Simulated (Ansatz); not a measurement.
## Al, space group P6_3/mmc: a relaxation of cell and ions, step by step

With Ansatz 0.2.0, Python API.

At the Python prompt:
```pycon
>>> import json
>>> import ansatz
>>> from ase.data import atomic_numbers
>>> import numpy as np
>>> import spglib
>>> def edges_and_angles(cell):
...     cell = np.asarray(cell)
...     a, b, c = np.linalg.norm(cell, axis=1)
...     cosines = cell[1] @ cell[2] / (b * c), cell[0] @ cell[2] / (a * c), cell[0] @ cell[1] / (a * b)
...     return (a, b, c, *np.degrees(np.arccos(cosines)))
...
>>> xtal = (
...     ansatz.Lattice.from_parameters(2.81245535, 2.81245535, 4.86685, alpha=90, beta=90, gamma=120)
...     .space_group(194)
...     .atom("Al", (2 / 3, 1 / 3, 0.75))
... )
>>> len(xtal.resolved().sites)
2
>>> # a pressure is positive in compression
>>> model = (
...     xtal.calculation()
...     .functional("r2SCAN")
...     .basis(650)
...     .kpoints(mesh=(11, 11, 6))
...     .occupations("Fermi-Dirac", width=0.1)
...     .relax(force_tolerance=0.005, max_steps=40, pressure=200 * ansatz.kbar)
...     .band_table()
... )
>>> result = model.run(threads=1, events_out="stream.ndjson")
>>> with open("stream.ndjson") as stream:
...     events = [json.loads(line) for line in stream]
...
>>> steps = [e["data"] for e in events if e["event"] == "relax_step"]
>>> rep = result.report
>>> rep["free_energy_ev"]
-1080.5179336405618
>>> for s in steps:
...     flag = "" if s["accepted"] else "  (rejected)"
...     print("step %2d  E = %.5f eV  largest force component = %.4f eV/A%s" % (s["step"], s["lagrangian_ev"], s["allowed_force_max_ev_ang"], flag))
...
step  1  E = -1080.74429 eV  largest force component = 0.0000 eV/A
step  2  E = -1080.69669 eV  largest force component = 0.0000 eV/A
step  3  E = -1080.48919 eV  largest force component = 0.0000 eV/A
step  4  E = -1080.51799 eV  largest force component = 0.0000 eV/A
step  5  E = -1080.51793 eV  largest force component = 0.0000 eV/A
>>> first, last = steps[0], steps[-1]
>>> symbols = [site.symbol for site in result.lattice.sites]
>>> print(f"energy gained {first['lagrangian_ev'] - last['lagrangian_ev']:.4f} eV in {len(steps) - 1} steps")
energy gained -0.2264 eV in 4 steps
>>> for label, vectors in (("before", first["cell_ang"]), ("after", result.lattice.cell_ang)):
...     print(label, "a b c (A) {:.4f} {:.4f} {:.4f}  angles {:.2f} {:.2f} {:.2f}".format(*edges_and_angles(vectors)), f" V = {abs(np.linalg.det(vectors)):.3f} A^3")
...
before a b c (A) 2.8125 2.8125 4.8669  angles 90.00 90.00 120.00  V = 33.339 A^3
after a b c (A) 2.6784 2.6784 4.3919  angles 90.00 90.00 120.00  V = 27.285 A^3
>>> print("final stress xx yy zz (GPa, compression positive):", np.round(np.diag(rep["stress_gpa"]), 3) + 0.0)
final stress xx yy zz (GPa, compression positive): [20.015 20.015 19.954]
>>> fractions = [site.position_frac for site in result.lattice.sites]
>>> numbers = [atomic_numbers[s] for s in symbols]
>>> for tolerance in (1e-3, 1e-2, 1e-1):
...     print(f"space group at {tolerance} A:", spglib.get_spacegroup((result.lattice.cell_ang, fractions, numbers), symprec=tolerance))
...
space group at 0.001 A: P6_3/mmc (194)
space group at 0.01 A: P6_3/mmc (194)
space group at 0.1 A: P6_3/mmc (194)
>>> change = np.array(last["positions_ang"]) @ np.linalg.inv(last["cell_ang"]) - np.array(first["positions_ang"]) @ np.linalg.inv(first["cell_ang"])
>>> moved = np.linalg.norm(change @ np.array(last["cell_ang"]), axis=1)
>>> print("displacement within the cell, strain taken out (A):", " ".join(f"{s}:{d:.3f}" for s, d in zip(symbols, moved)))
displacement within the cell, strain taken out (A): Al:0.000 Al:0.000
>>> print("atom   start x y z (A)              end x y z (A)")
atom   start x y z (A)              end x y z (A)
>>> for symbol, a, b in zip(symbols, first["positions_ang"], last["positions_ang"]):
...     print(f"{symbol:3s}", " ".join(f"{v:8.4f}" for v in a), "  ", " ".join(f"{v:8.4f}" for v in b))
...
Al    1.4062   0.8119   3.6501      1.3392   0.7732   3.2939
Al    0.0000   1.6238   1.2167      0.0000   1.5464   1.0980
>>> print("%-22s %14.5f eV" % ("F = E - TS", rep["free_energy_ev"]))
F = E - TS                -1080.51793 eV
>>> print("%-22s %14.5f eV" % ("E", rep["internal_energy_ev"]))
E                         -1080.49774 eV
>>> print("%-22s %14.5f eV" % ("Harris-Foulkes", rep["harris_foulkes_ev"]))
Harris-Foulkes            -1080.51793 eV
>>> print("%-22s %14.5f eV" % ("Fermi level", rep["fermi_energy_ev"]))
Fermi level                  10.15437 eV
>>> terms = rep["components"]
>>> {name: round(terms[name], 3) for name in ("e_kinetic", "e_hartree", "e_xc", "e_local", "e_nonlocal", "e_ewald", "e_paw") if name in terms}
{'e_kinetic': 52.378, 'e_hartree': 0.375, 'e_xc': -76.136, 'e_local': 26.201, 'e_nonlocal': 20.338, 'e_ewald': -156.645, 'e_paw': -946.888}
>>> fermi = rep["fermi_energy_ev"]
>>> print("levels less the Fermi level (eV) at the first k-points (first spin channel where there are two)")
levels less the Fermi level (eV) at the first k-points (first spin channel where there are two)
>>> for k, levels in list(zip(rep["kpoints_frac"], rep["eigenvalues_ev"]))[:6]:
...     print("k = ({:.3f}, {:.3f}, {:.3f})".format(*k))
...     print("   ", " ".join(f"{e - fermi:.3f}" for e in levels))
...
k = (0.000, 0.000, 0.000)
    -13.312 -5.896 -4.930 12.720 12.720 13.036 13.036
k = (0.000, 0.000, 0.167)
    -13.087 -7.824 -2.617 11.433 12.875 12.875 13.155
k = (0.000, 0.000, 0.333)
    -12.415 -9.765 0.478 7.661 13.284 13.284 13.455
k = (0.000, 0.000, -0.500)
    -11.303 -11.303 3.928 3.928 13.627 13.627 13.627
k = (0.000, 0.091, 0.000)
    -13.072 -5.675 -4.704 9.237 10.959 12.137 14.778
k = (0.000, 0.091, 0.167)
    -12.848 -7.595 -2.401 9.361 11.133 11.576 12.546
```

What to keep in mind:
- Total energies depend on the potentials; only differences at equal settings carry meaning. A total without «per atom» is that of the cell as typed.
- Forces vanish by symmetry, so the ions can't move, and the end may be a saddle.
- The energy terms are those on the plane-wave grid, with the one-centre PAW part apart; the terms shown are only some of the summands, so they needn't add up to F.
- The computed bands are complete only to about 4.8 eV above the Fermi level.
- Part of the cell is held or a pressure is applied, so the end point needn't be the zero-pressure lattice.
- At a fixed pressure a relaxation lowers the enthalpy F + PV, while F alone can rise.
- The mesh is modest for a metal, so energies can be off by several to tens of meV an atom and pressures by half a GPa or more; differences at equal mesh fare better.
- An absolute Fermi energy rests on an arbitrary zero of the periodic potential and has no direct meaning.
- Energies along a relaxation are free energies. Rows at an unchanged volume are solved on a plane-wave basis chosen afresh for that cell, so the energy jumps there and such rows are no steps of the walk.
- Symmetry holds the cell in this phase, whether or not it is the stable one at this pressure.
- This isn't the structure that Al takes at ambient conditions.
- Levels are Kohn-Sham eigenvalues on this mesh.
- Wall time of the script: 19 s on 1 thread of Arm Neoverse V1, with other jobs on the host, peak memory 0.5 GiB.
